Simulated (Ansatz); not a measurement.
# SnNH4F (SMILES [NH2][SnH2][F]) at BCCD(T)/def2-SVP (core potential)

Aim: the electronic atomisation energy of SnNH4F at BCCD(T)/def2-SVP (core potential), from 5 runs. 

The calculation is run with Ansatz 0.2.0.

59 further runs of the same task are left out: 1 that didn't finish, 58 set aside as unsound or not needed.

### Step 1. The structure to begin with

SnNH4F: 7 atoms, total charge 0, spin state singlet. SMILES: `[NH2][SnH2][F]`. Geometry: relaxed at PBE0-D4/def2-TZVP. This is one conformer, not always the lowest.

Bond lengths: N1–Sn2 1.995 Å, Sn2–F3 1.926 Å, N1–H4 1.008 Å, N1–H5 1.008 Å, Sn2–H6 1.699 Å, Sn2–H7 1.699 Å. Angles: N1–Sn2–F3 105.2°, N1–Sn2–H6 111.6°, N1–Sn2–H7 111.8°, F3–Sn2–H6 103.8°, F3–Sn2–H7 103.8°, Sn2–N1–H4 117.7°, Sn2–N1–H5 117.8°, H6–Sn2–H7 119.0°, H4–N1–H5 110.3°.

### Step 2. The energy at BCCD(T)/def2-SVP (core potential)

Input file run.yaml:

```yaml
basis:
  gaussian:
    orbitals: def2-SVP
crystal:
  periodic: [false, false, false]
  atoms:
    - symbol: "N"
      position_ang: [-0.824600, 0.088300, -0.943000]
    - symbol: Sn
      position_ang: [0.497700, -0.065100, 0.542900]
    - symbol: F
      position_ang: [0.233900, -1.827500, 1.272400]
    - symbol: H
      position_ang: [-1.584200, 0.741400, -0.829600]
    - symbol: H
      position_ang: [-0.469500, 0.125500, -1.885700]
    - symbol: H
      position_ang: [0.113100, 0.971100, 1.833800]
    - symbol: H
      position_ang: [2.094900, -0.101800, -0.036600]
correlation:
  method: bccd_t
  frozen_orbitals: {F: 1, H: 0, "N": 1, Sn: 4}
accuracy: high
scf:
  omitted_lower_state_checks: [cluster_reference, increment]
```

The run is started by

```bash
$ ansatz run run.yaml --threads 1 --pin off --max-ram 3480MiB --events-out events.jsonl --progress --plain --runs-dir runs
```

The log of the run:

```text
Warning: RAYON_NUM_THREADS=1 ignored (pool sized by the plan → 1); use --threads N
Functional definition: HF
  name "HF"
  exchange = exact_x
  correlation = 0
these checks for a lower state are left out or cut short: cluster_reference, increment
1764 factors; integrals over basis functions are off by at most 2.9e-9 eV
mean field evaluation 1: about -10049.5590 eV, gradient 4.1e1 eV
mean field evaluation 2: about -10049.6622 eV, gradient 4.1e1 eV
mean field evaluation 4: about -10053.1042 eV, gradient 2.1e0 eV
mean field evaluation 8: about -10053.1353 eV, gradient 2.0e-1 eV
mean field evaluation 16: about -10053.1355 eV, gradient 1.3e-8 eV
mean field -10053.13551084 eV, -369.4459157632 hartree, gradient 1.3e-8 eV, S^2 0.000000; 0 other end points of the search recorded, 0 dependent functions left out
6 core orbitals not correlated: weight in the atoms' cores, before any rotation towards them, 1.000 or more for the frozen orbitals, at most 0.000 for the correlated occupied ones
reference -10053.13551084 eV, -369.4459157632 hartree; 15, 15 occupied and 53, 53 virtual orbitals, 1764 factors
second order -13.03106420 eV of doubles, -0.00000000 eV of singles
cycle   1  -13.31868993 eV  change   -2.9e-1 eV  update   9.2e-2
cycle   2  -13.63624452 eV  change   -3.2e-1 eV  update   3.2e-2
cycle   3  -13.73925225 eV  change   -1.0e-1 eV  update   1.8e-2
cycle   4  -13.73493286 eV  change    4.3e-3 eV  update   4.3e-3
cycle   5  -13.72964938 eV  change    5.3e-3 eV  update   1.6e-3
cycle   6  -13.72964379 eV  change    5.6e-6 eV  update   6.8e-4
cycle   7  -13.72941761 eV  change    2.3e-4 eV  update   2.4e-4
cycle   8  -13.72933026 eV  change    8.7e-5 eV  update   8.3e-5
cycle   9  -13.72932598 eV  change    4.3e-6 eV  update   3.1e-5
cycle  10  -13.72934135 eV  change   -1.5e-5 eV  update   1.0e-5
cycle  11  -13.72933825 eV  change    3.1e-6 eV  update   3.9e-6
cycle  12  -13.72934022 eV  change   -2.0e-6 eV  update   1.6e-6
cycle  13  -13.72934062 eV  change   -4.0e-7 eV  update   6.5e-7
cycle  14  -13.72934100 eV  change   -3.7e-7 eV  update   2.9e-7
cycle  15  -13.72934112 eV  change   -1.2e-7 eV  update   1.2e-7
cycle  16  -13.72934118 eV  change   -5.5e-8 eV  update   4.8e-8
cycle  17  -13.72934110 eV  change    7.9e-8 eV  update   2.7e-8
cycle  18  -13.72934112 eV  change   -2.3e-8 eV  update   1.1e-7
cycle  19  -13.72934116 eV  change   -3.6e-8 eV  update   3.1e-8
cycle  20  -13.72934115 eV  change    7.2e-9 eV  update   1.1e-8
cycle  21  -13.72934115 eV  change    2.6e-9 eV  update   4.7e-9
cycle  22  -13.72934115 eV  change   -1.0e-9 eV  update   1.6e-9
perturbative correction -0.32491762 eV, -0.0119405024 hartree
Total energy: -10067.18976961 eV, -369.9624002467 hartree
Checks for a lower state left out: cluster_reference, increment
```

Run time: 19 s. Hardware: 1 thread of Intel Xeon Platinum 8488C (Sapphire Rapids), shared host; peak memory 0.53 GiB.

### Step 3. The F atom at the same level

Input file molecule.yaml:

```yaml
crystal:
  periodic: [false, false, false]
  atoms:
    - {symbol: F, position_ang: [0.000000, 0.000000, 0.000000]}
basis:
  gaussian:
    orbitals: def2-SVP
accuracy: high
magnetization:
  spin_polarized: true
  initial_magnetization: 1
scf:
  omitted_lower_state_checks: [cluster_reference, increment]
correlation:
  method: bccd_t
  frozen_orbitals: {F: 1}
```

Run the same way, it converges to -99.43472 Eh (log not shown).

### Step 4. The H atom: a single-point energy at UHF/def2-SVP

Input file job.yaml:

```yaml
crystal:
  periodic: [false, false, false]
  atoms:
    - {symbol: H, position_ang: [0.000000, 0.000000, 0.000000]}
basis:
  gaussian:
    orbitals: def2-SVP
magnetization:
  spin_polarized: true
  initial_magnetization: 1
hamiltonian:
  xc: hf
accuracy: high
```

The run is started by

```bash
$ ansatz run job.yaml --threads 1 --pin off --max-ram 3480MiB --events-out events.jsonl --progress --plain --runs-dir runs
```

The log of the run:

```text
Warning: RAYON_NUM_THREADS=1 ignored (pool sized by the plan → 1); use --threads N
[... 4 set-up lines as earlier in the session ...]
15 factors; integrals over basis functions are off by at most 8.9e-10 eV
mean field evaluation 1: about -13.5522 eV, gradient 1.6e0 eV
mean field evaluation 2: about -13.5522 eV, gradient 1.6e0 eV
mean field evaluation 4: about -13.5861 eV, gradient 1.4e-4 eV
mean field evaluation 8: about -13.5861 eV, gradient 4.4e-14 eV
mean field -13.58605754 eV, -0.4992784057 hartree, gradient 4.2e-10 eV, S^2 0.750000; 0 other end points of the search recorded, 0 dependent functions left out
reference -13.58605754 eV, -0.4992784057 hartree; 1, 0 occupied and 4, 5 virtual orbitals, 15 factors
Total energy: -13.58605754 eV, -0.4992784057 hartree
```

Wall time 0.04 s (1 thread of Intel Xeon Platinum 8488C (Sapphire Rapids), shared host).

### Step 5. The N atom

Input file in.yaml:

```yaml
crystal:
  periodic: [false, false, false]
  atoms:
    - symbol: "N"
      position_ang: [0.000000, 0.000000, 0.000000]
basis:
  gaussian: {orbitals: def2-SVP}
accuracy: high
correlation: {method: bccd_t, frozen_orbitals: {"N": 1}}
scf: {omitted_lower_state_checks: [cluster_reference, increment]}
magnetization: {spin_polarized: true, initial_magnetization: 3}
```

Run the same way, it converges to -54.42172 Eh (log not shown).

### Step 6. The Sn atom, same level

Input file run.yaml:

```yaml
basis:
  gaussian:
    orbitals: def2-SVP
crystal:
  periodic: [false, false, false]
  atoms:
    - symbol: Sn
      position_ang: [0.000000, 0.000000, 0.000000]
magnetization:
  spin_polarized: true
  initial_magnetization: 2
correlation:
  method: bccd_t
  frozen_orbitals: {Sn: 4}
accuracy: high
scf:
  omitted_lower_state_checks: [cluster_reference, increment]
```

Run the same way, it converges to -213.40830 Eh (log not shown).

### Step 7. Summary of results

At BCCD(T)/def2-SVP (core potential), 6 core orbitals frozen:

| quantity | value |
| --- | --- |
| molecule: total energy | -369.96240 Eh |
| molecule: correlation energy (6 core orbitals frozen) | -516.5 mEh |
| molecule: (T) correction | -11.94 mEh |
| F atom: total energy | -99.43472 Eh |
| F atom: correlation energy (1 core orbital frozen) | -150.7 mEh |
| F atom: (T) correction | -1.02 mEh |
| F atom: ⟨S²⟩ of the reference determinant | 0.752 |
| H atom: total energy | -0.49928 Eh |
| H atom: ⟨S²⟩ | 0.750 |
| N atom: total energy | -54.42172 Eh |
| N atom: correlation energy (1 core orbital frozen) | -85.2 mEh |
| N atom: (T) correction | -0.71 mEh |
| N atom: ⟨S²⟩ of the reference determinant | 3.757 |
| Sn atom: total energy | -213.40830 Eh |
| Sn atom: correlation energy (4 core orbitals frozen) | -72.2 mEh |
| Sn atom: (T) correction | -1.64 mEh |
| Sn atom: ⟨S²⟩ of the reference determinant | 2.010 |
| electronic atomisation energy | 19.063 eV |

In words: Taking the molecule apart into free atoms costs 19.06 eV (440 kcal/mol), before zero-point energy and without spin-orbit coupling. The triples (molecule) make up 2.3 % of the correlation energy. The triples (F atom) make up 0.7 % of the correlation energy. The triples (N atom) make up 0.8 % of the correlation energy. The triples (Sn atom) make up 2.3 % of the correlation energy.
